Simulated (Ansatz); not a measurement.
# Cl2H6O8Si2Sn: up Jacob's ladder to CCSD(T), part 2 of 2

Ansatz 0.2.0, Gaussian basis; functionals in def2-TZVPP, the program's frozen cores in correlated methods.

### Step 16. ωB97X-V (range-separated)

in.yaml reads:

```yaml
crystal:
  periodic: [false, false, false]
  atoms:
    - {symbol: O, position_ang: [-1.984451, 2.614843, -1.579221]}
    - {symbol: Si, position_ang: [-1.020256, 1.513402, -0.891261]}
    - {symbol: O, position_ang: [-0.396490, 0.452439, -1.988313]}
    - {symbol: O, position_ang: [0.186169, 2.342866, -0.190785]}
    - {symbol: O, position_ang: [-1.858896, 0.637406, 0.214408]}
    - {symbol: Sn, position_ang: [-1.177560, -0.111573, 1.855005]}
    - {symbol: Cl, position_ang: [-2.270511, -2.099501, 2.188466]}
    - {symbol: Cl, position_ang: [-1.483824, 1.282742, 3.627072]}
    - {symbol: O, position_ang: [0.709232, -0.479731, 1.660549]}
    - {symbol: Si, position_ang: [1.476344, -1.123387, 0.379610]}
    - {symbol: O, position_ang: [2.675046, -2.034811, 0.977491]}
    - {symbol: O, position_ang: [2.059401, 0.017948, -0.629727]}
    - {symbol: O, position_ang: [0.380976, -1.970823, -0.521825]}
    - {symbol: H, position_ang: [-2.850119, 2.334677, -1.876741]}
    - {symbol: H, position_ang: [-0.591056, -0.476318, -1.818266]}
    - {symbol: H, position_ang: [1.049748, 1.917390, -0.163835]}
    - {symbol: H, position_ang: [3.446622, -2.160768, 0.423387]}
    - {symbol: H, position_ang: [1.513111, 0.163636, -1.417222]}
    - {symbol: H, position_ang: [0.094714, -2.824936, -0.192393]}
basis:
  gaussian: {orbitals: def2-TZVPP}
hamiltonian: {xc: {name: wB97X-V}}
output: {orbitals: {seedname: orbitals}}
```

On the command line:

```console
$ ansatz run in.yaml --threads 11 --pin off --events-out ev --progress --plain --max-ram 174080MiB --backend cuda --devices 0, --max-vram 75GiB
```

Standard output, cut to the lines that bear on the results:

```text
Functional definition: wB97X-V
  name "wB97X-V"
  cite "Mardirossian & Head-Gordon, Phys. Chem. Chem. Phys. 16, 9904 (2014) doi:10.1039/C3CP54374A"
  cite "Becke, J. Chem. Phys. 107, 8554 (1997) doi:10.1063/1.475007"
  cite "Vydrov & Van Voorhis, J. Chem. Phys. 133, 244103 (2010) doi:10.1063/1.3521275"
[...]
      + integral(e_c_pw_opposite_spin*poly(b97_u_opposite, cos0, cos1)) + vv10(b, c)
3196 factors; their error is unknown
607 factors; integrals over basis functions are off by at most 1.3e-5 eV
[...]
mean field -63118.80405021 eV, -2319.5732653830 hartree, gradient 3.1e-5 eV, S^2 0.000000; 0 other end points of the search recorded, 0 dependent functions left out
reference -63118.80404730 eV, -2319.5732652761 hartree; 77, 77 occupied and 473, 473 virtual orbitals, 3196 factors
Total energy: -63118.80404730 eV, -2319.5732652761 hartree
```

Wall time 7 s (1 × H100 with 11 threads of AMD EPYC 7R13, shared host); peak host memory 1.3 GiB.

With the free atoms at this level, -63037.042 eV in sum, the atomisation energy is 7888.9 kJ/mol. HOMO -11.83 eV, LUMO -0.39 eV.

### Step 17. ωB97M-V (range-separated)

in.yaml, as its differences from that of step 16:

```diff
@@ -24,3 +24,3 @@
   gaussian: {orbitals: def2-TZVPP}
-hamiltonian: {xc: {name: wB97X-V}}
-output: {orbitals: {seedname: orbitals}}
+hamiltonian: {xc: {name: wB97M-V}}
+output: {forces: true, orbitals: {seedname: orbitals}}
```

Same command.

Standard output, cut to the lines that bear on the results:

```text
Functional definition: wB97M-V
  name "wB97M-V"
  cite "Mardirossian & Head-Gordon, J. Chem. Phys. 144, 214110 (2016) doi:10.1063/1.4952647"
  cite "Becke, J. Chem. Phys. 107, 8554 (1997) doi:10.1063/1.475007"
  cite "Vydrov & Van Voorhis, J. Chem. Phys. 133, 244103 (2010) doi:10.1063/1.3521275"
  # Of w^i u^j: cxij and so on, Table III.
[...]
  gx(w, u) = 1 - cx + cx01*u + cx10*w
[...]
Atom 15 at     1.049748     1.917390    -0.163835 Å, force    -0.012810     0.030107     0.010967 eV/Å
Atom 16 at     3.446622    -2.160768     0.423387 Å, force    -0.014717    -0.008676     0.028254 eV/Å
Atom 17 at     1.513111     0.163636    -1.417222 Å, force     0.062464     0.003735     0.036650 eV/Å
Atom 18 at     0.094714    -2.824936    -0.192393 Å, force    -0.008145     0.006787    -0.016217 eV/Å
Dipole moment:    -0.061287    -0.711704    -0.282869 e Å
```

Run time: 6.5 s. Hardware: 1 × H100 with 11 threads of AMD EPYC 7R13, shared host; peak host memory 1.6 GiB.

Atomisation energy: 7898.1 kJ/mol (free atoms -63041.807 eV, run apart). HOMO -11.75 eV, LUMO -0.51 eV.

### Step 18. B2PLYP (double hybrid)

in.yaml, as its differences from that of step 17:

```diff
@@ -24,3 +24,2 @@
   gaussian: {orbitals: def2-TZVPP}
-hamiltonian: {xc: {name: wB97M-V}}
-output: {forces: true, orbitals: {seedname: orbitals}}
+hamiltonian: {xc: {name: B2PLYP}}
```

Same command.

Standard output, cut to the lines that bear on the results:

```text
Functional definition: B2PLYP
  name "B2PLYP"
  cite "Grimme, J. Chem. Phys. 124, 034108 (2006) doi:10.1063/1.2148954"
  cite "Becke, Phys. Rev. A 38, 3098 (1988) doi:10.1103/PhysRevA.38.3098"
  cite "Lee, Yang & Parr, Phys. Rev. B 37, 785 (1988) doi:10.1103/PhysRevB.37.785"
[...]
3548 factors; integrals over basis functions are off by at most 9.0e-4 eV
[...]
mean field -63076.86186659 eV, -2318.0319185646 hartree, gradient 4.2e-6 eV, S^2 0.000000; 0 other end points of the search recorded, 0 dependent functions left out
32 core orbitals not correlated: weight in the atoms' cores, before any rotation towards them, 1.000 or more for the frozen orbitals, at most 0.000 for the correlated occupied ones
reference -63076.86210720 eV, -2318.0319274067 hartree; 45, 45 occupied and 473, 473 virtual orbitals, 3548 factors
second order -92.24507367 eV of doubles, -0.00000000 eV of singles
Total energy: -63101.76827709 eV, -2318.9472122682 hartree
```

Wall time 4.7 s (1 × H100 with 11 threads of AMD EPYC 7R13, shared host); peak host memory 3.1 GiB.

Atomisation energy: 7729.8 kJ/mol (free atoms -63021.654 eV, run apart).

### Step 19. PBE-QIDH (double hybrid)

in.yaml, as its differences from that of step 18:

```diff
@@ -24,2 +24,2 @@
   gaussian: {orbitals: def2-TZVPP}
-hamiltonian: {xc: {name: B2PLYP}}
+hamiltonian: {xc: {name: PBE-QIDH}}
```

The command is unchanged.

Standard output, cut to the lines that bear on the results:

```text
Functional definition: PBE-QIDH
  name "PBE-QIDH"
  cite "Brémond, Sancho-García, Pérez-Jiménez & Adamo, J. Chem. Phys. 141, 031101 (2014) doi:10.1063/1.4890314"
  cite "Perdew, Burke & Ernzerhof, Phys. Rev. Lett. 77, 3865 (1996) doi:10.1103/PhysRevLett.77.3865"
[...]
3548 factors; integrals over basis functions are off by at most 9.0e-4 eV
[...]
mean field -63054.22334333 eV, -2317.1999681796 hartree, gradient 6.0e-6 eV, S^2 0.000000; 0 other end points of the search recorded, 0 dependent functions left out
32 core orbitals not correlated: weight in the atoms' cores, before any rotation towards them, 1.000 or more for the frozen orbitals, at most 0.000 for the correlated occupied ones
reference -63054.22336088 eV, -2317.1999688246 hartree; 45, 45 occupied and 473, 473 virtual orbitals, 3548 factors
second order -85.80885223 eV of doubles, -0.00000000 eV of singles
Total energy: -63082.82631162 eV, -2318.2511078766 hartree
```

Wall time 4.7 s (1 × H100 with 11 threads of AMD EPYC 7R13, shared host); peak host memory 3.1 GiB.

Atomisation energy: 7748.8 kJ/mol (free atoms -63002.516 eV, run apart).

### Step 20. Orbital energies across the functionals

Dipoles come from the runs that computed forces. Levels, from each run's orbital file:

```csv
functional,HOMO (eV),LUMO (eV),gap (eV),dipole (D)
LDA (SPW92),-7.78,-3.85,3.93,
PBE-D4,-7.55,-3.49,4.06,3.55
revPBE-D4,-7.47,-3.36,4.11,
BLYP-D4,-7.45,-3.43,4.02,
r2SCAN-D4,-7.97,-3.29,4.67,3.65
B97M-V,-8.05,-3.21,4.84,
PBE0-D4,-9.30,-2.56,6.74,
B3LYP-D4,-9.01,-2.87,6.14,3.68
r2SCANh-D4,-8.62,-2.95,5.66,
r2SCAN0-D4,-9.60,-2.44,7.16,
HSE06-D4,-8.89,-2.93,5.96,
BHLYP-D4,-10.98,-1.55,9.43,
CAM-B3LYP-D4,-10.80,-1.55,9.25,
LC-ωPBE,-12.18,-0.25,11.93,
ωB97X-V,-11.83,-0.39,11.43,
ωB97M-V,-11.75,-0.51,11.24,3.69
```

### Step 21. CCSD(T) in def2-SVP

in.yaml, as its differences from that of step 19:

```diff
@@ -23,3 +23,3 @@
 basis:
-  gaussian: {orbitals: def2-TZVPP}
-hamiltonian: {xc: {name: PBE-QIDH}}
+  gaussian: {orbitals: def2-SVP}
+correlation: {method: ccsd_t}
```

Launched as before.

Standard output, cut to the lines that bear on the results:

```text
Functional definition: HF
  name "HF"
  cite "Fock, Z. Phys. 61, 126 (1930) doi:10.1007/BF01340294"
  parent pbe
[...]
2327 factors; integrals over basis functions are off by at most 1.5e-3 eV
[...]
mean field -62918.55036551 eV, -2312.2140782075 hartree, gradient 2.4e-6 eV, S^2 0.000000; 0 other end points of the search recorded, 0 dependent functions left out
32 core orbitals not correlated: weight in the atoms' cores, before any rotation towards them, 1.000 or more for the frozen orbitals, at most 0.000 for the correlated occupied ones
reference -62918.55036551 eV, -2312.2140782075 hartree; 45, 45 occupied and 163, 163 virtual orbitals, 2327 factors
second order -55.09360409 eV of doubles, -0.00000000 eV of singles
cycle   1  -55.19943371 eV  change   -1.1e-1 eV  update   1.6e-1
[...]
cycle   9  -56.61356759 eV  change    3.1e-5 eV  update   2.7e-5
perturbative correction -1.29148125 eV, -0.0474610606 hartree
Total energy: -62976.45541436 eV, -2314.3420495031 hartree
```

It took 6.5 s on 1 × H100 with 11 threads of AMD EPYC 7R13, shared host; peak host memory 0.84 GiB.

### Step 22. CCSD(T) in def2-TZVPP

in.yaml, as its differences from that of step 21:

```diff
@@ -23,3 +23,4 @@
 basis:
-  gaussian: {orbitals: def2-SVP}
+  gaussian: {orbitals: def2-TZVPP}
 correlation: {method: ccsd_t}
+output: {orbitals: {seedname: orbitals}}
```

Same command.

Standard output, cut to the lines that bear on the results:

```text
Functional definition: HF
  name "HF"
  cite "Fock, Z. Phys. 61, 126 (1930) doi:10.1007/BF01340294"
  parent pbe
[...]
3548 factors; integrals over basis functions are off by at most 9.0e-4 eV
[...]
mean field -62955.32085554 eV, -2313.5653687919 hartree, gradient 3.0e-6 eV, S^2 0.000000; 0 other end points of the search recorded, 0 dependent functions left out
32 core orbitals not correlated: weight in the atoms' cores, before any rotation towards them, 1.000 or more for the frozen orbitals, at most 0.000 for the correlated occupied ones
reference -62955.32085554 eV, -2313.5653687919 hartree; 45, 45 occupied and 473, 473 virtual orbitals, 3548 factors
second order -76.65331486 eV of doubles, -0.00000000 eV of singles
cycle   1  -75.55597284 eV  change     1.1e0 eV  update   1.8e-1
[...]
cycle   9  -77.47326997 eV  change    1.5e-5 eV  update   5.2e-5
perturbative correction -2.93416204 eV, -0.1078284661 hartree
Total energy: -63035.72828755 eV, -2316.5202874163 hartree
```

Wall time 88 s (1 × H100 with 11 threads of AMD EPYC 7R13, shared host); peak host memory 1.1 GiB.

### Step 23. MP2 in def2-QZVPP

in.yaml, as its differences from that of step 22:

```diff
@@ -23,4 +23,3 @@
 basis:
-  gaussian: {orbitals: def2-TZVPP}
-correlation: {method: ccsd_t}
-output: {orbitals: {seedname: orbitals}}
+  gaussian: {orbitals: "def2-QZVPP.json"}
+correlation: {method: mp2}
```

Same command.

Standard output, cut to the lines that bear on the results:

```text
Functional definition: HF
  name "HF"
  cite "Fock, Z. Phys. 61, 126 (1930) doi:10.1007/BF01340294"
  parent pbe
[...]
6143 factors; integrals over basis functions are off by at most 9.4e-4 eV
[...]
mean field -62957.45074265 eV, -2313.6436406996 hartree, gradient 1.7e-6 eV, S^2 0.000000; 0 other end points of the search recorded, 0 dependent functions left out
32 core orbitals not correlated: weight in the atoms' cores, before any rotation towards them, 1.000 or more for the frozen orbitals, at most 0.000 for the correlated occupied ones
reference -62957.45074265 eV, -2313.6436406996 hartree; 45, 45 occupied and 921, 921 virtual orbitals, 6143 factors
second order -88.38849894 eV of doubles, -0.00000000 eV of singles
Total energy: -63045.83924159 eV, -2316.8918581237 hartree
```

Wall time 9.5 s (1 × H100 with 11 threads of AMD EPYC 7R13, shared host); peak host memory 1.8 GiB.

Energy pieces by basis (eV):

```csv
basis,HF,MP2 correlation,CCSD correlation,(T),total
def2-SVP,-62918.5504,-55.0936,-56.6136,-1.2915,-62976.4554
def2-TZVPP,-62955.3209,-76.6533,-77.4733,-2.9342,-63035.7283
def2-QZVPP,-62957.4507,-88.3885,,,-63045.8392 (MP2)
```

The report of the def2-TZVPP run gives T1 = 0.0126.

### Step 24. The basis-set limit

No new run: Hartree-Fock is extrapolated as exp(−7.88√X) and correlation as X^−2.97, with X = 3 and 4; only MP2 was run in the larger set, so CCSD(T) minus MP2 is added from the smaller one.

```csv
level,energy at the limit (eV)
HF,-62957.7441
MP2,-63054.8253
CCSD,-63055.6453
CCSD(T),-63058.5794
```

This is no true limit for total energies: MP2 correlation changes by a factor of 1.15 from triple to quadruple zeta (about 1.07 in light molecules), because outer-core shells are correlated in sets not made for them. Much of that cancels between molecule and atoms or ions.

### Step 25. RPA on PBE orbitals

in.yaml, as its differences from that of step 23:

```diff
@@ -23,3 +23,4 @@
 basis:
-  gaussian: {orbitals: "def2-QZVPP.json"}
-correlation: {method: mp2}
+  gaussian: {orbitals: def2-TZVPP}
+hamiltonian: {xc: pbe}
+correlation: {method: rpa}
```

Launched as before.

Standard output, cut to the lines that bear on the results:

```text
Functional definition: PBE
  name "PBE"
  cite "Perdew, Burke & Ernzerhof, Phys. Rev. Lett. 77, 3865 (1996) doi:10.1103/PhysRevLett.77.3865"
  parent pbe
[...]
3548 factors; integrals over basis functions are off by at most 9.0e-4 eV
[...]
mean field -63094.94220040 eV, -2318.6963585770 hartree, gradient 5.6e-6 eV, S^2 0.000000; 0 other end points of the search recorded, 0 dependent functions left out
32 core orbitals not correlated: weight in the atoms' cores, before any rotation towards them, 1.000 or more for the frozen orbitals, at most 0.000 for the correlated occupied ones
reference -62950.38040612 eV, -2313.3838106244 hartree; 45, 45 occupied and 473, 473 virtual orbitals, 3548 factors
Total energy: -63066.05818950 eV, -2317.6348907546 hartree
```

It took 8 s on 1 × H100 with 11 threads of AMD EPYC 7R13, shared host; peak host memory 3.1 GiB.

RPA correlation: -115.678 eV. No RPA run of the hydrogen atom was made, so RPA has no atomisation energy below.

### Step 26. All levels against the reference

Free atoms (8 O, 2 Si, 1 Sn, 2 Cl, 6 H) were run apart at each level; the atomisation energy is their sum less the molecule, without zero-point or spin-orbit terms.

Differences are taken before rounding.

```csv
method,rung,atomisation energy (kJ/mol),from CCSD(T)/CBS (kJ/mol),time
LDA (SPW92),LDA,9180.4,+1221.4,4.1 s
PBE-D4,GGA,7981.9,+22.9,7.5 s
revPBE-D4,GGA,7711.1,-247.8,7.5 s
BLYP-D4,GGA,7819.6,-139.4,4.7 s
r2SCAN-D4,meta-GGA,7896.6,-62.3,6.5 s
B97M-V,meta-GGA,7894.1,-64.8,4.6 s
PBE0-D4,hybrid,7756.0,-202.9,5.5 s
B3LYP-D4,hybrid,7773.5,-185.4,4.2 s
r2SCANh-D4,hybrid,7804.7,-154.3,4.2 s
r2SCAN0-D4,hybrid,7671.8,-287.2,4.1 s
HSE06-D4,hybrid,7761.3,-197.6,9 s
BHLYP-D4,hybrid,7464.8,-494.1,5.5 s
CAM-B3LYP-D4,range-separated,7869.1,-89.9,4.3 s
LC-ωPBE,range-separated,7785.6,-173.4,5 s
ωB97X-V,range-separated,7888.9,-70.1,7 s
ωB97M-V,range-separated,7898.1,-60.8,6.5 s
B2PLYP,double hybrid,7729.8,-229.2,4.7 s
PBE-QIDH,double hybrid,7748.8,-210.2,4.7 s
HF/def2-TZVPP,wavefunction,5372.3,-2586.6,
MP2/def2-TZVPP,wavefunction,7971.6,+12.6,
CCSD/def2-TZVPP,wavefunction,7489.8,-469.1,
CCSD(T)/def2-SVP,wavefunction,7128.8,-830.2,6.5 s
CCSD(T)/def2-TZVPP,wavefunction,7654.1,-304.9,88 s
MP2/CBS,wavefunction,8276.4,+317.5,
CCSD(T)/CBS,wavefunction,7959.0,0,98 s
```

Among the levels timed on like hardware and quicker than the yardstick, those that no quicker one beats, quickest first: LDA (SPW92) (4.1 s, +1221.4 kJ/mol); r2SCAN0-D4 (4.1 s, -287.2 kJ/mol); r2SCANh-D4 (4.2 s, -154.3 kJ/mol); CAM-B3LYP-D4 (4.3 s, -89.9 kJ/mol); B97M-V (4.6 s, -64.8 kJ/mol); ωB97M-V (6.5 s, -60.8 kJ/mol); PBE-D4 (7.5 s, +22.9 kJ/mol). Runs this short are mostly start-up, so their order is noise.

LDA (SPW92), LC-ωPBE, B2PLYP, PBE-QIDH carry no dispersion term (for B3LYP, D4 adds 129.6 kJ/mol).

Times are those of the molecule's run; HF, MP2 and CCSD come out of the CCSD(T) runs, and the limit's time is the sum of the runs that it needs.

### Step 27. Results

The summary covers parts 1 to 2.

| quantity | value |
| --- | --- |
| atomisation energy, CCSD(T)/CBS | 7959.0 kJ/mol |
| functionals within 79.6 kJ/mol (1.0 %) | PBE-D4, r2SCAN-D4, B97M-V, ωB97X-V, ωB97M-V |
| farthest beyond LDA | BHLYP-D4 (-494.1 kJ/mol) |
| mean size of error, GGA | 136.7 kJ/mol |
| mean size of error, meta-GGA | 63.6 kJ/mol |
| mean size of error, hybrid | 253.6 kJ/mol |
| mean size of error, range-separated | 98.5 kJ/mol |
| mean size of error, double hybrid | 219.7 kJ/mol |
| gap, smallest and largest | 3.93 eV (LDA (SPW92)), 11.93 eV (LC-ωPBE) |
| T1 diagnostic | 0.0126 |
| triples share of the correlation energy | 3.6 % |

The LDA atomisation energy is off by 1221.4 kJ/mol (15 %): it overbinds. PBE-D4 is off by +22.9 kJ/mol. Double hybrids carry the basis error of their MP2 part in triple zeta, and no dispersion term here, so their miss is partly the set-up's. By mean error the best rung here is meta-GGA (63.6 kJ/mol) and the worst beyond LDA is hybrid (253.6 kJ/mol). The gap between the best rungs is small, so their order is not settled. The mean of the hybrids holds BHLYP, with half exact exchange. Misses under about 79.6 kJ/mol are within the doubt on the reference itself, which lacks core-valence correlation, spin-orbit coupling and higher excitations, and its outer-core shells are covered unevenly. All levels share the lack of spin-orbit coupling, which lowers the free heavy atoms and so the true binding. Hartree-Fock recovers 68 % of the binding; the rest is correlation. CCSD(T) in def2-SVP is off by -830.2 kJ/mol, which most functionals beat. The gap grows from 3.9 to 11.9 eV across the functionals, mostly with the share of exact exchange. Correlated methods include outer-core shells of Sn, which these sets cover unevenly.

For cost: PBE-D4 gets within 22.9 kJ/mol in 7.5 s, where CCSD(T)/CBS took 98 s.
